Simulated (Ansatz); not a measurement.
# GaSiH3 (singlet): from Hartree-Fock to the top rungs, cc-pVDZ

One table from this session's results is given with a row withheld; the runs are named, their logs left out.

Method: cc-pVDZ, core rule «outside noble gas», up to 19 orbitals frozen; program: Ansatz 0.2.0, Gaussian basis.

To be run: UHF; CCSD(T) on RHF; BCCD(T) on RHF; CISD; CCSDT(Q) on RHF; CCSDTQ on RHF; CASSCF and MRCISD+Q, 10 electrons in 11 orbitals; CASSCF and NEVPT2, 10 electrons in 11 orbitals.

5 further runs of the same task are left out: 2 for a known fault of the program, 3 set aside as unsound or not needed.

## What is computed

The geometry is a PBE0/def2-TZVP stationary point (not a proven minimum). No spin-orbit coupling is included. The filled d shell of Ga may be among the frozen orbitals whatever the setting's name suggests; the logs give the count.

5 atoms, charge 0, spin multiplicity 1.

Atoms are counted from 1 here; the program's logs count them from 0.

Bond lengths: Si1–Ga2 2.262 Å, Si1–H3 1.596 Å, Si1–H4 1.596 Å, Ga2–H5 1.580 Å. Angles: Ga2–Si1–H3 61.1°, Ga2–Si1–H4 61.1°, H3–Si1–H4 81.5°, Si1–Ga2–H5 158.9°.

As a file:

```mol
GaH3Si
  3D, bonds by distance, orders not assigned

  5  4  0  0  0  0  0  0  0  0999 V2000
   -0.0322   -0.0000    1.6170 Si  0  0
   -0.0211    0.0000   -0.6454 Ga  0  0
    0.9034    1.0422    0.8512 H   0  0
    0.9034   -1.0422    0.8512 H   0  0
    0.5540    0.0000   -2.1171 H   0  0
  1  2  8  0
  1  3  8  0
  1  4  8  0
  2  5  8  0
M  END
```

The first run:

in.yaml reads:

```yaml
crystal:
  periodic: [false, false, false]
  atoms:
    - {symbol: Si, position_ang: [-0.032247, -0.000001, 1.616996]}
    - {symbol: Ga, position_ang: [-0.021140, 0.000000, -0.645355]}
    - {symbol: H, position_ang: [0.903423, 1.042173, 0.851175]}
    - {symbol: H, position_ang: [0.903422, -1.042175, 0.851174]}
    - {symbol: H, position_ang: [0.554022, 0.000001, -2.117132]}
basis:
  gaussian: {orbitals: cc-pVDZ}
magnetization: {spin_polarized: true, initial_magnetization: 0}
hamiltonian: {xc: hf}
output: {orbitals: {seedname: orbitals}}
```

On the command line:

```bash
ansatz run in.yaml --threads 1 --pin off --events-out ev --progress --plain --max-ram 4096MiB --backend cpu
```

Steps of the session up to this table: UHF; CCSD(T) on RHF; BCCD(T) on RHF; CISD; CCSDT(Q) on RHF; CCSDTQ on RHF; CASSCF and MRCISD+Q, 10 electrons in 11 orbitals; CASSCF and NEVPT2, 10 electrons in 11 orbitals.

One table of the session follows, with a row left open; its other results are not shown here.

```
          method  from RCCSDTQ (kJ/mol)
             RHF                 +553.7
            RMP2                 +118.4
           RCCSD                      ?
        RCCSD(T)                   +4.7
         BCCD(T)                   +4.6
          RCCSDT                   +1.4
       RCCSDT(Q)                   +0.1
         RCCSDTQ                      0
  CASSCF valence                 +301.5
  NEVPT2 valence                  +77.0
  MRCISD valence                  +18.9
MRCISD+Q valence                   +0.3
```

Estimate the missing values for RCCSD.

The run gave: from RCCSDTQ (kJ/mol): +24.5. In the column «from RCCSDTQ (kJ/mol)» it lies between MRCISD valence (+18.9) and NEVPT2 valence (+77.0).

Not comparable, so not listed: CISD (they don't share determinant, frozen orbitals or solution with the rows shown, or repeat one).
